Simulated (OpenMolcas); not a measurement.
# Ru⁴⁺ among point charges: CASSCF and CASPT2 levels and susceptibility

How does a field of 4 point charges split the states of Ru⁴⁺, and what χT follows?

Program: OpenMolcas 26.06. Level of theory: state-averaged CASSCF and CASPT2, spin-orbit coupling by RASSI with atomic mean-field integrals. These are calculated values, not measurements, unless marked.

## Step 1: The system

- Species: Ru⁴⁺ (ruthenium, Z = 44, 40 electrons)
- Basis: ANO-RCC-VTZP [7s6p4d2f1g], 68 functions
- Scalar Hamiltonian: DKH2, point nucleus
- Inactive shells: 1s 2s 2p 3s 3p 3d 4s 4p
- Active space: 4 electrons in 5 orbitals (4d)
- Some configurations of this space: 4d⁴
- Orbitals: optimised for each spin and parity, averaged over all roots

Outer shells as boxes (Hund's rule):

4d4
```
4d [↑ ][↑ ][↑ ][↑ ][  ]
```

The ion sits among 4 point charges of -2 e arranged as a tetrahedron (Td), 2.18 Å from the ion.

Each step is its own input file, run in one work folder so that later steps find the files of earlier ones. Labels, J, g values, rates, χT and fits are worked out afterwards by a script from the matrices that RASSI stores.

## Step 2: One- and two-electron integrals

a.inp

```
&GATEWAY
Coord
1

Ru 0.0 0.0 0.0
Basis=ANO-RCC-VTZP
Group=NoSym
NoMove
AngMom=0.0 0.0 0.0
AMFI
XField
4 Angstrom 0
1.258624 1.258624 1.258624 -2.000000
1.258624 -1.258624 -1.258624 -2.000000
-1.258624 1.258624 -1.258624 -2.000000
-1.258624 -1.258624 1.258624 -2.000000
&SEWARD
```

On the command line:

```
OMP_NUM_THREADS=1 MOLCAS_MEM=1689 MOLCAS_PROJECT=a pymolcas a.inp > a.log
```

## Step 3: CASSCF: quintets, 5 roots

a.inp

```
&RASSCF
FileOrb=start.orb
Symmetry=1
Spin=5
nActEl=4 0 0
Inactive=18
Ras2=5
CIRoot=5 5 1
SDav=5
CIMx=300
Iter=120 100
PrWF=0.3
OrbListing=Nothing
MaxOrb=0
>>> COPY $Project.JobIph JOB001
```

start.orb holds the contracted functions of the basis, ordered by shell, or the orbitals of the step before.

## Step 4: CASSCF: triplets, 45 roots

a.inp

```
&RASSCF
FileOrb=start.orb
Symmetry=1
Spin=3
nActEl=4 0 0
Inactive=18
Ras2=5
CIRoot=45 45 1
SDav=45
CIMx=300
Iter=120 100
PrWF=0.3
OrbListing=Nothing
MaxOrb=0
>>> COPY $Project.JobIph JOB002
```

## Step 5: Reference wave functions, singlets, 50 roots

a.inp

```
&RASSCF
FileOrb=start.orb
Symmetry=1
Spin=1
nActEl=4 0 0
Inactive=18
Ras2=5
CIRoot=50 50 1
SDav=50
CIMx=300
Iter=120 100
PrWF=0.3
OrbListing=Nothing
MaxOrb=0
>>> COPY $Project.JobIph JOB003
```

## Step 6: RASSI: spin-orbit coupling between the states

a.inp

```
&RASSI
NrOfJobIphs=3 5 45 50
1 2 3 4 5
1 2 3 4 5 6 7 8 9 10 11 12 13 14 15 16 17 18 19 20 21 22 23 24 25 26 27
28 29 30 31 32 33 34 35 36 37 38 39 40 41 42 43 44 45
1 2 3 4 5 6 7 8 9 10 11 12 13 14 15 16 17 18 19 20 21 22 23 24 25 26 27
28 29 30 31 32 33 34 35 36 37 38 39 40 41 42 43 44 45 46 47 48 49 50
IphNames
JOB001
JOB002
JOB003
EJob
SpinOrbit
DIPRint=1.0
SOCoupling=1000.0
Subsets=2
Property=9
'ANGMOM' 1 'ANGMOM' 2 'ANGMOM' 3 'MLTPL  1' 1 'MLTPL  1' 2 'MLTPL  1' 3
'AMFI' 1 'AMFI' 2 'AMFI' 3
SOProperty=3
'ANGMOM' 1 'ANGMOM' 2 'ANGMOM' 3
```

## Step 7: CASPT2: IPEA 0.25, imaginary shift 0.1 (closed shells correlated: 4s 4p)

a.inp

```
>>> COPY JOB001 $Project.JobIph
&CASPT2
Multistate=5 1 2 3 4 5
NoMult
Frozen=14
IPEA=0.25
Imaginary=0.1
MaxIter=60
WThr=0.0 0.3 0.05
PrWF=0.5
NoMix
>>> COPY JOB002 $Project.JobIph
&CASPT2
Multistate=45 1 2 3 4 5 6 7 8 9 10 11 12 13 14 15 16 17 18 19 20 21 22
23 24 25 26 27 28 29 30 31 32 33 34 35 36 37 38 39 40 41 42 43 44 45
NoMult
Frozen=14
IPEA=0.25
Imaginary=0.1
MaxIter=60
WThr=0.0 0.3 0.05
PrWF=0.5
NoMix
>>> COPY JOB003 $Project.JobIph
&CASPT2
Multistate=50 1 2 3 4 5 6 7 8 9 10 11 12 13 14 15 16 17 18 19 20 21 22
23 24 25 26 27 28 29 30 31 32 33 34 35 36 37 38 39 40 41 42 43 44 45 46
47 48 49 50
NoMult
Frozen=14
IPEA=0.25
Imaginary=0.1
MaxIter=60
WThr=0.0 0.3 0.05
PrWF=0.5
NoMix
```

(Steps that only read results are left out.)

What does the calculation give? Wanted: spin-free ground state; first state of the same spin within the active space; lowest level; next level.

As calculated:

| quantity | value |
| --- | --- |
| method | SS-CASPT2, IPEA 0.25, imaginary shift 0.1 (closed shells correlated: 4s 4p) |
| spin-free ground state | 5T2, 3-fold in its orbital part |
| first state of the same spin within the active space | 5E at 1850 cm⁻¹ |
| lowest level | 1-fold A1 |
| next level | 435.1 cm⁻¹ |
| χT at 300 K | 0.79 cm³ K/mol |
| effective moment at 300 K | 2.52 μB |

Cost by method:

```tsv
method	time of its own steps	time with the reference
A. CASSCF	18 s	18 s
B. SS-CASPT2, IPEA 0.25, imaginary shift 0.1, +4s 4p	20 s	38 s
```

Times are of one thread on a shared host.

The spin-free ground state (5T2) comes to 100 % from free-ion D terms and keeps the highest spin of the shell. χT at 300 K is 0.79, against 3.01 cm³ K/mol for the spin alone, so spin-orbit coupling lowers it. An active space of the d shell alone favours high spin; real ions in strong fields can be low spin. CASPT2 does not keep the components of a term degenerate, and the means are used. The field of point charges can differ much from that of real complexes. This is an electrostatic model: the charges have no orbitals.
